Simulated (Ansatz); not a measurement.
Write the native input for Ansatz 0.2.0 that does the following.

* Task: single point
* Functional: PBE
* Potentials or basis: all-electron LAPW, scalar-relativistic
* Cutoff: 193 eV (chosen from the basis error)
* Basis error allowed: 0.001 eV/atom
* k mesh: 8 × 8 × 6
* Occupations: fermi-dirac, width 0.05 eV
* Spin: no spin polarisation

Crystal: AlSi2Cl.

```
CELL_PARAMETERS angstrom
3.80282 0.00000 0.00000
-1.90141 3.29334 0.00000
0.00000 0.00000 4.98986
ATOMIC_POSITIONS crystal
Al 0.66667 0.33333 0.50000
Si 0.00000 0.00000 0.74682
Si 0.00000 0.00000 0.25318
Cl 0.33333 0.66667 0.00000
```

The cell was built by a generator and needn't be a form met in nature.

The input as run:

input.yaml

```yaml
crystal:
  lattice:
    - [3.80282076, 0.0, 0.0]
    - [-1.90141038, 3.29333938, 0.0]
    - [0.0, 0.0, 4.98986216]
  atoms:
    - { symbol: Al, position: [0.66666667, 0.33333333, 0.5] }
    - { symbol: Si, position: [0.0, 0.0, 0.74681759] }
    - { symbol: Si, position: [0.0, 0.0, 0.25318241] }
    - { symbol: Cl, position: [0.33333333, 0.66666667, 0.0] }
kpoints:
  mp_grid: { grid: [8, 8, 6] }
scf:
  occupations: { method: fermi_dirac, width: 0.05 }
hamiltonian:
  xc: pbe
  pseudopotentials: { kind: all_electron, lapw: { basis_error: 0.001 } }
output:
  forces: true
  stress: true
  eigenvalues: true
  populations: true
```

Potentials or basis: all-electron LAPW, scalar-relativistic.

The run is started by

```sh
$ ansatz run input.yaml --threads 2 --pin off --max-ram 6144MiB --backend cpu --events-out ev --progress --plain --runs-dir out
```

Results of the run:

```yaml
Pressure: 21.2 GPa
Largest_force: 0.874 eV/Å
Band_gap_on_the_k_mesh: none (metal or under the smearing width)
```

Caveat: so large a pressure means that the cell lies far from this level's equilibrium, or that cutoff or potentials fall short.

Wall time 7.4 s on 2 threads of Intel(R) Xeon(R) 6975P-C (Granite Rapids), on a shared host, peak memory 0.36 GiB.
